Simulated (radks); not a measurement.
# Gd³⁺ in [Xe] 4f6 6p1: an all-electron calculation

One table from this session's results is given with a row withheld; the runs are named, their logs left out.

The numbers are computed with radks (a radial shooting solver on a logarithmic mesh, Libxc functionals) version 1 (scalar-relativistic Kohn-Sham, r2SCAN, spin-unpolarised, spherical densities, finite nucleus), except any that are marked as measured or tabulated.

## What is computed

```
element            : gadolinium (Z = 64)
charge             : +3
electrons          : 61
configuration      : [Xe] 4f6 6p1
nuclear rms radius : 5.1569 fm
```

The outer shells:

Gd³⁺
```
[Xe] core
4f [↑ ][↑ ][↑ ][↑ ][↑ ][↑ ][  ]
6p [↑ ][  ][  ]
```

The first run:

Input:

```text
Z 64
configuration [Xe] 4f6 6p1
relativity scalar-relativistic
functional r2scan,r2scan
spin unpolarised
nucleus finite rms 5.1569 fm
c 137.035999084
```

One table of the session follows, with a row left open; its other results are not shown here.

It belongs to the step «Radial structure». Sizes of the orbitals, from the radial functions (bohr):

```
level      <r>  outermost maximum (interpolated)  90 % within  nodes
   1s  0.02191                            0.0139       0.0396      0
   2s  0.09326                            0.0790        0.144      1
   2p  0.08238                            0.0640        0.134      0
   3s   0.2440                             0.224        0.358      2
   3p        ?                                 ?            ?      ?
   3d   0.2212                             0.180        0.344      0
   4s   0.5521                             0.515        0.792      3
   4p   0.5836                             0.537        0.847      2
   4d   0.6327                             0.558        0.948      1
   5s    1.298                              1.18         1.86      4
   5p    1.475                              1.32         2.13      3
   4f   0.8031                             0.560         1.34      0
   6p    3.590                              3.34         5.03      4
```

Estimate the missing values for 3p.

As computed: <r>: 0.2427; outermost maximum (interpolated): 0.220; 90 % within: 0.363; nodes: 1. In the column «<r>» it lies between 3d (0.2212) and 3s (0.2440).
